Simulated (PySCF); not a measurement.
# CH7NO2Si: the cost of one run

Computed with PySCF 2.14.0, with density-fitted response routines of our own, on a single molecule in the gas phase. Atoms are numbered from 0 throughout.

### 1 Starting geometry

12 atoms, charge 0, multiplicity 1; geometry from: GFN2-xTB. The atoms were then displaced at random by about 0.01 Å, so the start is not that level's minimum.

Bonds of the start (Å): C0–N1 1.47, N1–Si2 1.73, Si2–O3 1.59, Si2–O4 1.62, C0–H5 1.07, C0–H6 1.10, C0–H7 1.07, N1–H8 1.00, Si2–H9 1.46, O3–H10 0.99, O4–H11 0.97.

### 2 Optimising the geometry at PBE0-D3(BJ)/def2-SVP

Job settings and geometry (Å):

```
{"job": {"xc": "PBE0", "basis": "def2-SVP", "d3": "d3bj", "grid": 1, "shake": 0.01, "kind": "geom"}, "charge": 0, "multiplicity": 1}
C      1.763440     0.036330     0.351170
N      0.533820     0.613230    -0.223980
Si    -0.951080    -0.262180    -0.394890
O     -1.894410     0.714450    -1.219690
O     -1.620840    -0.530770     1.059480
H      2.298450    -0.555790    -0.364280
H      2.408600     0.861940     0.691880
H      1.494930    -0.552510     1.197540
H      0.746710     1.260680    -0.955320
H     -0.825080    -1.542530    -1.078080
H     -2.810900     0.839720    -0.853600
H     -1.103950    -0.910830     1.780740
```

Launch:

```sh
$ OMP_NUM_THREADS=1 python probes_run.py task.json out
```

This one command runs all jobs of the session in turn.

Q: Estimate the wall time and peak memory of this first job on 1 thread of Arm Neoverse V1, shared host.

About 1.9 min, with a peak of 0.46 GiB.
